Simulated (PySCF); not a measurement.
# [LaF2]+: other functionals and bases at one geometry

How far do other levels of theory move the description of [LaF2]+, and what does each cost? The structure is generated, not taken from experiment.

Method: several levels, as the steps say, no spin–orbit coupling; program: PySCF 2.14.0.

1 further run of the same task is left out (for a known fault of the program).

### 1 Starting geometry

3 atoms, charge 1, spin multiplicity 1.

Bond lengths: La1–F2 2.039 Å, La1–F3 2.039 Å. Angles: F2–La1–F3 108.7°.

As a file:

```xyz
3

La    0.0000    0.0000   -0.3891
F     1.6562    0.0000    0.7994
F    -1.6562    0.0000    0.7994
```

Formal oxidation states: La +3. The 4f shell is empty and lies in the core potential. An earlier session relaxed this geometry at PBE0, La lcecp-1-SVP with ECP46, F def2-SVP (singlet, point group C2v).

At PBE0 on the finer grid: E = -230.836521 Eh, HOMO -15.71 eV, LUMO -7.39 eV, Mulliken charge on La1 +1.74 e, largest force component 0.006 eV/Å. The large-core potential holds the 4f shell empty.

Levels to run: M06-L; HF; PBE0, TZVP. Hardware: 2 threads of Arm Neoverse V2, shared host.

### 2 M06-L

Contents of run.py (the lines that set the calculation):

```python
mol = gto.M(atom='''
La     0.00000     0.00000    -0.38912
F      1.65621     0.00000     0.79938
F     -1.65621     0.00000     0.79938''',
    basis={'La': 'lcecp-1-SVP', 'F': 'def2-SVP'},
    ecp={'La': 'lcecp-1-SVP'},
    charge=1, spin=0)
mf = dft.RKS(mol, xc='M06L')
mf.grids.atom_grid = (75, 302)  # f atoms: unpruned, at least (60, 302)
mf = mf.density_fit()  # fitting sets: La AutoAux, F def2-universal-JKFIT
mf.conv_tol = 1e-08; mf.max_cycle = 55
mf.kernel(dm0)  # dm0: the density of the relaxed state
```

Run with:

```sh
$ OMP_NUM_THREADS=2 python run.py
```

### 3 HF

run.py (the lines that set the calculation), as its differences from that of step 2:

```diff
@@ -7,4 +7,3 @@
     charge=1, spin=0)
-mf = dft.RKS(mol, xc='M06L')
-mf.grids.atom_grid = (75, 302)  # f atoms: unpruned, at least (60, 302)
+mf = scf.RHF(mol)
 mf = mf.density_fit()  # fitting sets: La AutoAux, F def2-universal-JKFIT
```

### 4 PBE0, TZVP

Basis: La lcecp-1-TZVP with ECP46, F def2-TZVP. 

Contents of run.py (the lines that set the calculation):

```python
mol = gto.M(atom='''
La     0.00000     0.00000    -0.38912
F      1.65621     0.00000     0.79938
F     -1.65621     0.00000     0.79938''',
    basis={'La': 'lcecp-1-TZVP', 'F': 'def2-TZVP'},
    ecp={'La': 'lcecp-1-TZVP'},
    charge=1, spin=0)
mf = dft.RKS(mol, xc='PBE0')
mf.grids.atom_grid = (75, 302)  # f atoms: unpruned, at least (60, 302)
mf = mf.density_fit()  # fitting sets: La AutoAux, F def2-universal-JKFIT
mf.conv_tol = 1e-08; mf.max_cycle = 55
mf.kernel(dm0)  # dm0: free metal ions and neutral atoms
```

Q: Predict the outcome of this session. Wanted: for each run, HOMO; gap; charge on La1; dipole; largest force.

The runs gave:

| level | state | HOMO (eV) | gap (eV) | charge on La1 (e) | dipole (D) | largest force (eV/Å) | basis functions | time |
| --- | --- | --- | --- | --- | --- | --- | --- | --- |
| PBE0 (relaxed here) | singlet | -15.71 | 8.32 | 1.74 | 6.61 | 0.01 | 61 | 2.8 s |
| M06-L | singlet | -14.14 | 6.80 | 1.78 | 6.61 | 0.46 | 61 | 2.8 s |
| HF | singlet | -20.48 | 15.31 | 2.08 | 7.79 | 0.45 | 61 | 0.8 s |
| PBE0, TZVP | singlet | -15.78 | 8.48 | 1.88 | 6.63 | 0.33 | 109 | 5.8 s |

Times are on 2 threads of Arm Neoverse V2, shared host; the first row also made further properties. The dipole of a charged species depends on the origin, so these sizes hold for this origin alone.

In one basis the HOMO–LUMO gap runs from 6.80 eV (M06-L) to 15.31 eV (HF). The largest leftover force, 0.46 eV/Å with M06-L, stands at a geometry relaxed at another level. The Mulliken charge on La spans +1.74 to +2.08 e over the levels. With 4f in the core, its levels are missing from HOMO and gap. Total energies of different levels can't be compared. Spin–orbit coupling is left out throughout.
